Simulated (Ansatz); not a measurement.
# MnO2: the cost of one run

Method: DFT LDA+U (U_eff = 1 eV on Mn d), plane waves, PAW, in Ansatz 0.2.0.

### Step 1. The structure to begin with

The structure is tetragonal, space group P4_2/mnm (No. 136). The conventional cell has a = 4.396 Å, b = 4.396 Å, c = 2.871 Å, α = 90.00°, β = 90.00°, γ = 90.00°. Mn (site symmetry mmm) is surrounded by 6 O at 1.88 to 1.89 Å. O (site symmetry m2m) has 3 Mn at 1.88 to 1.89 Å as nearest neighbours.

Coordinates:

```xyz
6
Lattice="4.3960 0.0000 0.0000 0.0000 4.3960 0.0000 0.0000 0.0000 2.8710" Properties=species:S:1:pos:R:3 pbc="T T T"
Mn    0.0000    0.0000    0.0000
Mn    2.1980    2.1980    1.4355
O     1.3276    1.3276    0.0000
O     0.8704    3.5256    1.4355
O     3.0684    3.0684    0.0000
O     3.5256    0.8704    1.4355
```

Magnetic order typed: opposed in the cell.

An earlier series on this cell reached its lowest free state from «natural orbitals of the symmetric run, filled by rank», perhaps among other starts.

### Step 2. Random orbitals: single harmonics, second filling

input.yaml

```yaml
crystal:
  lattice:
    - [4.39599877, 0.0, 0.0]
    - [0.0, 4.39599877, 0.0]
    - [0.0, 0.0, 2.87099919]
  atoms:
    - { symbol: Mn, position: [0.0, 0.0, 0.0], spin: 1.0 }
    - { symbol: Mn, position: [0.5, 0.5, 0.5], spin: -1.0 }
    - { symbol: O, position: [0.302, 0.302, 0.0] }
    - { symbol: O, position: [0.198, 0.802, 0.5] }
    - { symbol: O, position: [0.698, 0.698, 0.0] }
    - { symbol: O, position: [0.802, 0.198, 0.5] }
basis:
  ecutwfc: 420
  ecutrho_ratio: 4
kpoints:
  mp_grid: { grid: [4, 4, 7] }
hamiltonian:
  xc: lda
  hubbard:
    sites:
      - { site: 0, l: d, u_eff: 1.0, starting_ns: [{ spin: up, occupation_matrix: s0up }, { spin: down, occupation_matrix: s0down }] }
      - { site: 1, l: d, u_eff: 1.0, starting_ns: [{ spin: up, occupation_matrix: s1up }, { spin: down, occupation_matrix: s1down }] }
    occupation_matrices:
      s0up:
        matrix:
          - [0.97, 0.0, 0.0, 0.0, 0.0]
          - [0.0, 0.97, 0.0, 0.0, 0.0]
          - [0.0, 0.0, 0.02, 0.0, 0.0]
          - [0.0, 0.0, 0.0, 0.02, 0.0]
          - [0.0, 0.0, 0.0, 0.0, 0.02]
      s0down:
        matrix:
          - [0.97, 0.0, 0.0, 0.0, 0.0]
          - [0.0, 0.02, 0.0, 0.0, 0.0]
          - [0.0, 0.0, 0.02, 0.0, 0.0]
          - [0.0, 0.0, 0.0, 0.02, 0.0]
          - [0.0, 0.0, 0.0, 0.0, 0.02]
      s1up:
        matrix:
          - [0.97, 0.0, 0.0, 0.0, 0.0]
          - [0.0, 0.02, 0.0, 0.0, 0.0]
          - [0.0, 0.0, 0.02, 0.0, 0.0]
          - [0.0, 0.0, 0.0, 0.02, 0.0]
          - [0.0, 0.0, 0.0, 0.0, 0.02]
      s1down:
        matrix:
          - [0.97, 0.0, 0.0, 0.0, 0.0]
          - [0.0, 0.97, 0.0, 0.0, 0.0]
          - [0.0, 0.0, 0.02, 0.0, 0.0]
          - [0.0, 0.0, 0.0, 0.02, 0.0]
          - [0.0, 0.0, 0.0, 0.0, 0.02]
    ns_hold: { iters: 5 }
scf:
  occupations: { method: gaussian, width: 0.05 }
  lower_state_search: "off"
  max_iter: 150
output:
  forces: true
  stress: true
  eigenvalues: true
  populations: true
  hubbard: { sites: [{ site: 0, l: d }, { site: 1, l: d }] }
magnetization:
  spin_polarized: true
```

The typed matrices put 0.97 on the chosen orbitals and 0.02 on the others, and are held for 5 cycles.

Started as:

```console
$ ansatz run input.yaml --threads 4 --pin off --max-ram 6144MiB --backend cpu --events-out ev --progress --plain --runs-dir out
```

What time and memory should one allow on 4 threads of AMD EPYC 7B13 (Zen 3), shared host?

About 4.4 s, with a peak of 0.55 GiB.
